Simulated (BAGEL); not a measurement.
# GeH4O3 (SMILES [OH][GeH]([OH])[OH]): levels of theory compared

Aim: a comparison of 5 runs (HF/STO-3G, B3LYP/6-31G*, B3LYP/cc-pVDZ, PBE0/cc-pVDZ, RI-MP2/cc-pVDZ) of GeH4O3. 

Program for the calculation: BAGEL 1.2.2.

8 further runs of the same task are left out: 8 that didn't finish.

## (1) The structure to begin with

The species is GeH4O3 (8 atoms), meant as a singlet with charge 0. As SMILES, `[OH][GeH]([OH])[OH]`. The shape is that of a PBE0-D4/def2-TZVP optimisation. This is one conformer, not always the lowest.

Bond lengths: O1–Ge2 1.765 Å, Ge2–O3 1.772 Å, Ge2–O4 1.761 Å, O1–H5 0.961 Å, Ge2–H6 1.526 Å, O3–H7 0.960 Å, O4–H8 0.961 Å. Angles: O1–Ge2–O3 110.8°, O1–Ge2–O4 110.6°, O3–Ge2–O4 102.9°, O1–Ge2–H6 106.0°, O3–Ge2–H6 114.0°, O4–Ge2–H6 112.6°, Ge2–O1–H5 112.5°, Ge2–O3–H7 113.5°, Ge2–O4–H8 110.8°.

## (2) A single-point energy at HF/STO-3G (density fitting with qzvpp-jkfit) (run 1)

calc.json reads:

```json
{ "bagel": [

{
  "title": "molecule",
  "basis": "sto-3g",
  "df_basis": "qzvpp-jkfit",
  "angstrom": true,
  "geometry": [
    { "atom": "O", "xyz": [      -0.509900,       1.381900,      -0.857300 ] },
    { "atom": "Ge", "xyz": [      -0.081800,       0.219700,       0.399600 ] },
    { "atom": "O", "xyz": [       1.454700,      -0.577700,       0.022700 ] },
    { "atom": "O", "xyz": [      -1.224400,      -1.120100,       0.418300 ] },
    { "atom": "H", "xyz": [      -0.822900,       0.956900,      -1.660100 ] },
    { "atom": "H", "xyz": [      -0.071800,       1.000900,       1.710800 ] },
    { "atom": "H", "xyz": [       2.134400,       0.027000,      -0.283400 ] },
    { "atom": "H", "xyz": [      -0.786000,      -1.945600,       0.193700 ] }
  ]
},

{
  "title": "hf"
},

{
  "title": "print",
  "file": "orbitals.molden",
  "orbitals": true
}

]}
```

Run with:

```sh
BAGEL_NUM_THREADS=1 BAGEL calc.json > calc.out
```

Log:

```text
* using 1 threads per process

  ===============================================================
  ===============================================================

  *** Geometry ***

  { "atom" : "O", "xyz" : [     -0.963571,      2.611413,     -1.620062 ] },
  { "atom" : "Ge", "xyz" : [     -0.154580,      0.415173,      0.755135 ] },
  { "atom" : "O", "xyz" : [      2.748985,     -1.091695,      0.042897 ] },
  { "atom" : "O", "xyz" : [     -2.313781,     -2.116682,      0.790472 ] },
  { "atom" : "H", "xyz" : [     -1.555056,      1.808279,     -3.137134 ] },
  { "atom" : "H", "xyz" : [     -0.135682,      1.891427,      3.232943 ] },
  { "atom" : "H", "xyz" : [      4.033431,      0.051023,     -0.535548 ] },
  { "atom" : "H", "xyz" : [     -1.485325,     -3.676651,      0.366040 ] },

  Number of auxiliary basis functions:      569

  Since a DF basis is specified, we compute 2- and 3-index integrals:
    o Being stored without compression. Storage requirement is 0.006 GB

  Number of basis functions:       37
  Number of electrons      :       60

    * METHOD: MOLECULE                             0.30

  *** RHF ***

  === Nuclear Repulsion ===
   325.8280090008

      * DIIS with orbital gradients will be used.

  === RHF iteration (sto-3g) ===
      0      -2275.50954040          0.01625516           0.04
      1      -2275.62958418          0.00324372           0.04
      2      -2275.63434501          0.00068497           0.04
      3      -2275.63476640          0.00010481           0.04
      4      -2275.63477848          0.00002407           0.04
      5      -2275.63477906          0.00000510           0.04
      6      -2275.63477908          0.00000165           0.04
      7      -2275.63477909          0.00000045           0.04
      8      -2275.63477909          0.00000008           0.04
      9      -2275.63477909          0.00000002           0.04
     10      -2275.63477909          0.00000001           0.03
    * SCF iteration converged.

    * Permanent dipole moment:
           (   -0.426433,     0.037959,     0.193729) a.u.

    * METHOD: HF                                   0.57

    * METHOD: PRINT                                0.00

  ===============================================================
```

Wall time 1.8 s (1 thread of Intel Xeon 6975P-C (Granite Rapids), shared host); peak memory 0.084 GiB.

## (3) The energy at B3LYP/6-31G(d) (density fitting with qzvpp-jkfit, spherical functions) (run 2)

input.json reads:

```json
{ "bagel" : [

{
  "title" : "molecule",
  "basis" : "6-31gs.json",
  "df_basis" : "qzvpp-jkfit",
  "angstrom" : "true",
  "geometry" : [
    { "atom" : "O", "xyz" : [      -0.509900,       1.381900,      -0.857300 ] },
    { "atom" : "Ge", "xyz" : [      -0.081800,       0.219700,       0.399600 ] },
    { "atom" : "O", "xyz" : [       1.454700,      -0.577700,       0.022700 ] },
    { "atom" : "O", "xyz" : [      -1.224400,      -1.120100,       0.418300 ] },
    { "atom" : "H", "xyz" : [      -0.822900,       0.956900,      -1.660100 ] },
    { "atom" : "H", "xyz" : [      -0.071800,       1.000900,       1.710800 ] },
    { "atom" : "H", "xyz" : [       2.134400,       0.027000,      -0.283400 ] },
    { "atom" : "H", "xyz" : [      -0.786000,      -1.945600,       0.193700 ] }
  ]
},

{
  "title" : "ks",
  "xc_func" : "b3lyp"
},

{
  "title" : "print",
  "file" : "orbitals.molden",
  "orbitals" : "true"
}

]}
```

The basis set 6-31G* is read from a file made from the Basis Set Exchange's data (not shown).

Run with:

```sh
BAGEL_NUM_THREADS=1 BAGEL input.json > input.out
```

Log:

```text
* using 1 threads per process

  ===============================================================
  ===============================================================

  *** Geometry ***

  { "atom" : "O", "xyz" : [     -0.963571,      2.611413,     -1.620062 ] },
  { "atom" : "Ge", "xyz" : [     -0.154580,      0.415173,      0.755135 ] },
  { "atom" : "O", "xyz" : [      2.748985,     -1.091695,      0.042897 ] },
  { "atom" : "O", "xyz" : [     -2.313781,     -2.116682,      0.790472 ] },
  { "atom" : "H", "xyz" : [     -1.555056,      1.808279,     -3.137134 ] },
  { "atom" : "H", "xyz" : [     -0.135682,      1.891427,      3.232943 ] },
  { "atom" : "H", "xyz" : [      4.033431,      0.051023,     -0.535548 ] },
  { "atom" : "H", "xyz" : [     -1.485325,     -3.676651,      0.366040 ] },

  Number of auxiliary basis functions:      569

  Since a DF basis is specified, we compute 2- and 3-index integrals:
    o Being stored without compression. Storage requirement is 0.031 GB

  Number of basis functions:       82
  Number of electrons      :       60

    * METHOD: MOLECULE                             0.37

  *** Kohn-Sham DFT ***

    * Removing 14296 points whose weight is below 1.00e-10
    * Grid points: 104952

  === Nuclear Repulsion ===
   325.8280090008

       - DIIS with orbital gradients will be used.

  === KS iteration (b3lyp / 6-31gs.json) ===
      0      -2205.29620250          0.13266701           0.84
      1      -2022.84282882          0.23826541           0.55
      2      -2184.64064462          0.12633164           0.57
      3      -2215.58372257          0.18228424           0.50
      4      -2226.07767291          0.20073650           0.45
      5      -2225.75210847          0.19997574           0.45
[... 28 lines of this table left out ...]
     34      -2304.87968073          0.00000004           0.41
     35      -2304.87968073          0.00000001           0.46
    * SCF iteration converged.

    * Permanent dipole moment:
           (   -0.524040,     0.112391,     0.362926) a.u.

    * METHOD: KS                                  17.72

    * METHOD: PRINT                                0.01

  ===============================================================
```

It took 20 s on 1 thread of Intel Xeon 6975P-C (Granite Rapids), shared host; peak memory 0.46 GiB.

## (4) The energy at B3LYP/cc-pVDZ (density fitting with qzvpp-jkfit) (run 3)

input.json reads:

```json
{ "bagel" : [

{
  "title" : "molecule",
  "basis" : "cc-pvdz.json",
  "df_basis" : "qzvpp-jkfit",
  "angstrom" : true,
  "geometry" : [
    { "atom" : "O", "xyz" : [   -0.509900,    1.381900,   -0.857300 ] },
    { "atom" : "Ge", "xyz" : [   -0.081800,    0.219700,    0.399600 ] },
    { "atom" : "O", "xyz" : [    1.454700,   -0.577700,    0.022700 ] },
    { "atom" : "O", "xyz" : [   -1.224400,   -1.120100,    0.418300 ] },
    { "atom" : "H", "xyz" : [   -0.822900,    0.956900,   -1.660100 ] },
    { "atom" : "H", "xyz" : [   -0.071800,    1.000900,    1.710800 ] },
    { "atom" : "H", "xyz" : [    2.134400,    0.027000,   -0.283400 ] },
    { "atom" : "H", "xyz" : [   -0.786000,   -1.945600,    0.193700 ] }
  ]
},
{ "title" : "ks", "xc_func" : "b3lyp", "charge" : 0 },
{ "title" : "print", "file" : "orbitals.molden", "orbitals" : true }

]}
```

The basis set cc-pVDZ is read from a file made from the Basis Set Exchange's data (not shown).

Run with:

```sh
BAGEL_NUM_THREADS=1 BAGEL input.json > input.out
```

Log:

```text
* using 1 threads per process

  ===============================================================
  ===============================================================

  *** Geometry ***

  { "atom" : "O", "xyz" : [     -0.963571,      2.611413,     -1.620062 ] },
  { "atom" : "Ge", "xyz" : [     -0.154580,      0.415173,      0.755135 ] },
  { "atom" : "O", "xyz" : [      2.748985,     -1.091695,      0.042897 ] },
  { "atom" : "O", "xyz" : [     -2.313781,     -2.116682,      0.790472 ] },
  { "atom" : "H", "xyz" : [     -1.555056,      1.808279,     -3.137134 ] },
  { "atom" : "H", "xyz" : [     -0.135682,      1.891427,      3.232943 ] },
  { "atom" : "H", "xyz" : [      4.033431,      0.051023,     -0.535548 ] },
  { "atom" : "H", "xyz" : [     -1.485325,     -3.676651,      0.366040 ] },

  Number of auxiliary basis functions:      569

  Since a DF basis is specified, we compute 2- and 3-index integrals:
    o Being stored without compression. Storage requirement is 0.036 GB

  Number of basis functions:       89
  Number of electrons      :       60

    * METHOD: MOLECULE                             0.36

  *** Kohn-Sham DFT ***

    * Removing 14296 points whose weight is below 1.00e-10
    * Grid points: 104952

  === Nuclear Repulsion ===
   325.8280090008

       - DIIS with orbital gradients will be used.

  === KS iteration (b3lyp / cc-pvdz.json) ===
      0      -2278.27298766          0.14026281           0.70
      1      -2212.18150137          0.20775394           0.45
      2      -2279.12121375          0.14846257           0.47
      3      -2299.47138113          0.06558980           0.42
      4      -2302.54955872          0.05813439           0.45
      5      -2305.11545493          0.00805488           0.43
      6      -2305.12847850          0.00683379           0.42
      7      -2305.16404086          0.00131519           0.41
      8      -2305.16523761          0.00025236           0.43
      9      -2305.16528011          0.00007325           0.42
     10      -2305.16527993          0.00007670           0.42
     11      -2305.16528422          0.00000829           0.42
     12      -2305.16528427          0.00000217           0.42
     13      -2305.16528427          0.00000103           0.41
     14      -2305.16528427          0.00000051           0.41
     15      -2305.16528427          0.00000015           0.42
     16      -2305.16528427          0.00000002           0.42
     17      -2305.16528427          0.00000002           0.40
     18      -2305.16528427          0.00000000           0.41
    * SCF iteration converged.

    * Permanent dipole moment:
           (   -0.484871,     0.111473,     0.352077) a.u.

    * METHOD: KS                                   8.90

    * METHOD: PRINT                                0.01

  ===============================================================
```

Run time: 11 s. Hardware: 1 thread of Intel Xeon 6975P-C (Granite Rapids), shared host; peak memory 0.48 GiB.

Run 4 isn't shown in full; the table further down has it.

## (5) The energy at RI-MP2/cc-pVDZ (density fitting with qzvpp-jkfit) (run 5)

mp2.json reads:

```json
{ "bagel" : [

{
  "title" : "molecule",
  "basis" : "cc-pvdz.json",
  "df_basis" : "qzvpp-jkfit",
  "angstrom" : true,
  "geometry" : [
    { "atom" : "O", "xyz" : [   -0.509900,    1.381900,   -0.857300 ] },
    { "atom" : "Ge", "xyz" : [   -0.081800,    0.219700,    0.399600 ] },
    { "atom" : "O", "xyz" : [    1.454700,   -0.577700,    0.022700 ] },
    { "atom" : "O", "xyz" : [   -1.224400,   -1.120100,    0.418300 ] },
    { "atom" : "H", "xyz" : [   -0.822900,    0.956900,   -1.660100 ] },
    { "atom" : "H", "xyz" : [   -0.071800,    1.000900,    1.710800 ] },
    { "atom" : "H", "xyz" : [    2.134400,    0.027000,   -0.283400 ] },
    { "atom" : "H", "xyz" : [   -0.786000,   -1.945600,    0.193700 ] }
  ]
},
{ "title" : "hf", "charge" : 0 },
{ "title" : "mp2", "charge" : 0, "ncore" : 12 }

]}
```

The basis set cc-pVDZ is read from a file made from the Basis Set Exchange's data (not shown).

Run with:

```sh
BAGEL_NUM_THREADS=1 BAGEL mp2.json > mp2.out
```

Log:

```text
* using 1 threads per process

  ===============================================================
  ===============================================================

  *** Geometry ***

  { "atom" : "O", "xyz" : [     -0.963571,      2.611413,     -1.620062 ] },
  { "atom" : "Ge", "xyz" : [     -0.154580,      0.415173,      0.755135 ] },
  { "atom" : "O", "xyz" : [      2.748985,     -1.091695,      0.042897 ] },
  { "atom" : "O", "xyz" : [     -2.313781,     -2.116682,      0.790472 ] },
  { "atom" : "H", "xyz" : [     -1.555056,      1.808279,     -3.137134 ] },
  { "atom" : "H", "xyz" : [     -0.135682,      1.891427,      3.232943 ] },
  { "atom" : "H", "xyz" : [      4.033431,      0.051023,     -0.535548 ] },
  { "atom" : "H", "xyz" : [     -1.485325,     -3.676651,      0.366040 ] },

  Number of auxiliary basis functions:      569

  Since a DF basis is specified, we compute 2- and 3-index integrals:
    o Being stored without compression. Storage requirement is 0.036 GB

  Number of basis functions:       89
  Number of electrons      :       60

    * METHOD: MOLECULE                             0.29

  *** RHF ***

  === Nuclear Repulsion ===
   325.8280090008

      * DIIS with orbital gradients will be used.

  === RHF iteration (cc-pvdz.json) ===
      0      -2301.91196087          0.02131400           0.18
      1      -2302.16556687          0.01486282           0.11
      2      -2302.33550199          0.00104028           0.10
      3      -2302.33674601          0.00015706           0.12
      4      -2302.33678282          0.00004074           0.10
      5      -2302.33678589          0.00001350           0.14
      6      -2302.33678619          0.00000549           0.14
      7      -2302.33678622          0.00000162           0.12
      8      -2302.33678623          0.00000046           0.11
      9      -2302.33678623          0.00000013           0.12
     10      -2302.33678623          0.00000006           0.11
     11      -2302.33678623          0.00000001           0.11
     12      -2302.33678623          0.00000001           0.12
    * SCF iteration converged.

    * Permanent dipole moment:
           (   -0.538106,     0.080448,     0.316478) a.u.

    * METHOD: HF                                   1.89

  *** RHF ***

  === Nuclear Repulsion ===
   325.8280090008

      * DIIS with orbital gradients will be used.

  === RHF iteration (cc-pvdz.json) ===
      0      -2302.33678623          0.00000000           0.10
    * SCF iteration converged.

    * Permanent dipole moment:
           (   -0.538106,     0.080448,     0.316478) a.u.

  === DF-MP2 calculation ===

    * freezing 12 orbitals
    * 3-index integral transformation done
    * assembly done

      MP2 correlation energy:   -0.6832481439      0.06

      MP2 total energy:       -2303.0200343729

    * METHOD: MP2                                  0.29

  ===============================================================
```

Wall time 3.3 s (1 thread of Intel Xeon 6975P-C (Granite Rapids), shared host); peak memory 0.16 GiB.

## (6) The series

```
run                                                                 level  frozen core orbitals   energy (Eh)  dipole moment (D)  HOMO energy (eV)  LUMO energy (eV)  wall time
  1                          HF/STO-3G (density fitting with qzvpp-jkfit)                     –  -2275.634779               1.19             -9.24             11.08      1.8 s
  2  B3LYP/6-31G* (density fitting with qzvpp-jkfit, spherical functions)                     –  -2304.879681               1.65             -8.28              0.33       20 s
  3                      B3LYP/cc-pVDZ (density fitting with qzvpp-jkfit)                     –  -2305.165284               1.55             -8.22              0.34       11 s
  4                       PBE0/cc-pVDZ (density fitting with qzvpp-jkfit)                     –  -2304.622453               1.55             -8.56              0.72       11 s
  5                     RI-MP2/cc-pVDZ (density fitting with qzvpp-jkfit)                    12  -2303.020034                  –                 –                 –      3.3 s
```

## (7) Summary of results

```
                                           quantity           value
                                run 5: total energy  -2303.02003 Eh
run 5: correlation energy (12 core orbitals frozen)      -683.2 mEh
```

In words: Over runs 1, 2, 3, 4 the dipole moment (its size) runs from 1.19 D (HF/STO-3G) to 1.65 D (B3LYP/6-31G*). The two ends differ in method and basis. Over runs 1, 2, 3, 4 the HOMO–LUMO gap runs from 8.56 eV (B3LYP/cc-pVDZ) to 20.32 eV (HF/STO-3G). Totals of different functionals can't be ranked against each other. In run 1 the basis is minimal, so the values are rough. All runs together took 46 s, the longest 20 s.
